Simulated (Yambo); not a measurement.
Here is a Yambo 5.3.0 calculation.

optics3.in

```
optics
chi
Chimod= "IP"
% BndsRnXd
 1 | 34 |
%
% LongDrXd
 1 | 0 | 0 |
%
% QpntsRXd
 1 | 1 |
%
% EnRngeXd
 0 | 30 | eV
%
% DmRngeXd
 0.2 | 0.2 | eV
%
ETStpsXd= 150
```

The input scf.in:

```
&CONTROL
  calculation = 'scf'
  prefix = 'pwscf'
  outdir = './tmp'
  pseudo_dir = './pseudo'
/
&SYSTEM
  ibrav = 0
  nat = 3
  ntyp = 2
  ecutwfc = 50
  ecutrho = 202
  nbnd = 15
  occupations = 'smearing'
  smearing = 'fd'
  degauss = 0.00367493
  force_symmorphic = .true.
/
&ELECTRONS
  conv_thr = 6d-10
  electron_maxstep = 120
  mixing_beta = 0.5
/
ATOMIC_SPECIES
Ti    47.8670 Ti.upf
B     10.8100 B.upf
CELL_PARAMETERS angstrom
   2.9461660724    0.0000000000    0.0000000000
  -1.4730830362    2.5514546624    0.0000000000
   0.0000000000    0.0000000000    3.1399057666
ATOMIC_POSITIONS angstrom
Ti     0.0000000000    0.0000000000    0.0000000000
B      1.4730830363    0.8504848874    1.5699528833
B     -0.0000000001    1.7009697750    1.5699528833
K_POINTS automatic
15 15 14 0 0 0
```

nscf.in

```
&CONTROL
  calculation = 'nscf'
  prefix = 'pwscf'
  outdir = './tmp'
  pseudo_dir = './pseudo'
/
&SYSTEM
  ibrav = 0
  nat = 3
  ntyp = 2
  ecutwfc = 50
  ecutrho = 202
  nbnd = 39
  occupations = 'smearing'
  smearing = 'fd'
  degauss = 0.00367493
  force_symmorphic = .true.
/
&ELECTRONS
  conv_thr = 1d-08
  diago_full_acc = .true.
  diago_thr_init = 1d-06
/
ATOMIC_SPECIES
Ti    47.8670 Ti.upf
B     10.8100 B.upf
CELL_PARAMETERS angstrom
   2.9461660724    0.0000000000    0.0000000000
  -1.4730830362    2.5514546624    0.0000000000
   0.0000000000    0.0000000000    3.1399057666
ATOMIC_POSITIONS angstrom
Ti     0.0000000000    0.0000000000    0.0000000000
B      1.4730830363    0.8504848874    1.5699528833
B     -0.0000000001    1.7009697750    1.5699528833
K_POINTS automatic
15 15 14 0 0 0
```

Potentials or basis: PseudoDojo 0.4.1 SR LDA standard.

Run with:

```console
$ OMP_NUM_THREADS=1 pw.x -in scf.in > scf.out
$ OMP_NUM_THREADS=1 pw.x -in nscf.in > nscf.out
$ cd tmp/pwscf.save; p2y; mv SAVE ../..; cd ../..
$ OMP_NUM_THREADS=1 yambo
$ OMP_NUM_THREADS=1 yambo -F optics3.in -J optics3 -C optics3_out
```

Question: Predict the band gap on the k mesh, mean-field level.

Answer: None (metal or under the smearing width).

Energy-loss function:
| energy (eV) | loss |
| --- | --- |
| 0.0 | 0.000 |
| 1.2 | 0.027 |
| 2.6 | 0.062 |
| 3.8 | 0.085 |
| 5.2 | 0.132 |
| 6.4 | 0.125 |
| 7.9 | 0.144 |
| 9.1 | 0.139 |
| 10.5 | 0.196 |
| 11.7 | 0.192 |
| 13.1 | 0.177 |
| 14.3 | 0.229 |
| 15.7 | 0.277 |
| 16.9 | 0.375 |
| 18.3 | 0.583 |
| 19.5 | 0.857 |
| 20.9 | 1.139 |
| 22.1 | 1.950 |
| 23.6 | 2.769 |
| 24.8 | 2.420 |
| 26.2 | 1.446 |
| 27.4 | 0.895 |
| 28.8 | 0.536 |
| 30.0 | 0.349 |

Caveat: the intraband (Drude) term of the metal is left out; the ground state has no gap, which makes the many-body step unreliable; independent-particle spectra lack excitons.
